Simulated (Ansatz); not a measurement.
# BF3 (SMILES FB(F)F): CCSDT(Q)/STO-3G

What is the vertical ionisation energy of BF3 at CCSDT(Q)/STO-3G? 

The calculation is run with Ansatz 0.2.0.

43 further runs of the same task are left out: 4 that didn't finish, 39 set aside as unsound or not needed.

**1. The structure to begin with**

BF3 has 4 atoms, charge 0, and is taken as a singlet. SMILES: `FB(F)F`. The shape is that of a PBE0-D4/def2-TZVP optimisation.

Bond lengths: F1–B2 1.311 Å, B2–F3 1.311 Å, B2–F4 1.311 Å. Angles: F1–B2–F3 120.0°, F1–B2–F4 120.0°, F3–B2–F4 120.0°.

**2. The energy at CCSDT(Q)/STO-3G**

The input, job.yaml:

```yaml
crystal:
  periodic: [false, false, false]
  atoms:
    - {symbol: F, position_ang: [0.543870, 0.210740, 1.174280]}
    - {symbol: B, position_ang: [0.000020, -0.000000, 0.000010]}
    - {symbol: F, position_ang: [-0.265170, -1.223510, -0.389620]}
    - {symbol: F, position_ang: [-0.278730, 1.012770, -0.784660]}
basis:
  gaussian: {orbitals: STO-3G}
correlation: {method: ccsdt_q, frozen_orbitals: {B: 1, F: 1}}
accuracy: high
scf: {omitted_lower_state_checks: [cluster_reference, increment]}
```

Started as:

```sh
$ ansatz run job.yaml --threads 1 --pin off --max-ram 3480MiB --events-out events.jsonl --progress --plain --runs-dir runs
```

Standard output, cut to the lines that bear on the results:

```text
Warning: RAYON_NUM_THREADS=1 ignored (pool sized by the plan → 1); use --threads N
Functional definition: HF
  name "HF"
[...]
366 factors; integrals over basis functions are off by at most 3.2e-8 eV
[...]
mean field -8671.23248703 eV, -318.6619163259 hartree, gradient 7.5e-9 eV, S^2 0.000000; 0 other end points of the search recorded, 0 dependent functions left out
4 core orbitals not correlated: weight in the atoms' cores, before any rotation towards them, 1.000 or more for the frozen orbitals, at most 0.000 for the correlated occupied ones
reference -8671.23248703 eV, -318.6619163259 hartree; 12, 12 occupied and 4, 4 virtual orbitals, 366 factors
second order -2.59697187 eV of doubles, -0.00000000 eV of singles
cycle   1  -2.68889078 eV  change   -9.2e-2 eV  update   9.4e-2
[...]
cycle  19  -3.16705902 eV  change   8.9e-12 eV  update   2.8e-9
perturbative correction -0.00506099 eV, -0.0001859879 hartree
Total energy: -8674.40460704 eV, -318.7784895861 hartree
Checks for a lower state left out: cluster_reference, increment
```

It took 0.56 s on 1 thread of Arm Neoverse V1, shared host.

**3. The doublet cation, same level**

The input, molecule.yaml:

```yaml
basis:
  gaussian:
    orbitals: STO-3G
crystal:
  periodic: [false, false, false]
  atoms:
    - {symbol: F, position_ang: [0.543870, 0.210740, 1.174280]}
    - {symbol: B, position_ang: [0.000020, -0.000000, 0.000010]}
    - {symbol: F, position_ang: [-0.265170, -1.223510, -0.389620]}
    - {symbol: F, position_ang: [-0.278730, 1.012770, -0.784660]}
total_charge: 1
magnetization:
  spin_polarized: true
  initial_magnetization: 1
correlation:
  method: ccsdt_q
  frozen_orbitals: {B: 1, F: 1}
accuracy: high
scf:
  omitted_lower_state_checks: [cluster_reference, increment]
```

Started as:

```sh
$ ansatz run molecule.yaml --threads 1 --pin off --max-ram 3480MiB --events-out events.jsonl --progress --plain --runs-dir runs
```

Standard output:

```text
Warning: RAYON_NUM_THREADS=1 ignored (pool sized by the plan → 1); use --threads N
[... 16 lines left out ...]
4 core orbitals not correlated: weight in the atoms' cores, before any rotation towards them, 1.000 or more for the frozen orbitals, at most 0.000 for the correlated occupied ones
[... 152 lines left out ...]
Total energy: -8663.85685880 eV, -318.3908669877 hartree
Checks for a lower state left out: cluster_reference, increment
```

Wall time 9.6 s (1 thread of Arm Neoverse V1, shared host); peak memory 0.18 GiB.

**4. Summary of results**

Level: CCSDT(Q)/STO-3G, 4 core orbitals frozen.

| quantity | value |
| --- | --- |
| singlet BF3: total energy | -318.77849 Eh |
| singlet BF3: correlation energy (4 core orbitals frozen) | -116.6 mEh |
| singlet BF3: T1 diagnostic | 0.013 |
| doublet cation: total energy | -318.39087 Eh |
| doublet cation: correlation energy (4 core orbitals frozen) | -131.7 mEh |
| doublet cation: ⟨S²⟩ of the reference determinant | 0.753 |
| doublet cation: T1 diagnostic | 0.109 |
| vertical ionisation energy (to the doublet cation) | 10.548 eV |

**Reading.** Removing an electron at fixed nuclei costs 10.55 eV (243 kcal/mol). In a minimal basis such a difference can be off by several eV, whatever the method. The T1 diagnostic (doublet cation) of 0.109 is above the customary mark for such species, so a single reference may not serve.
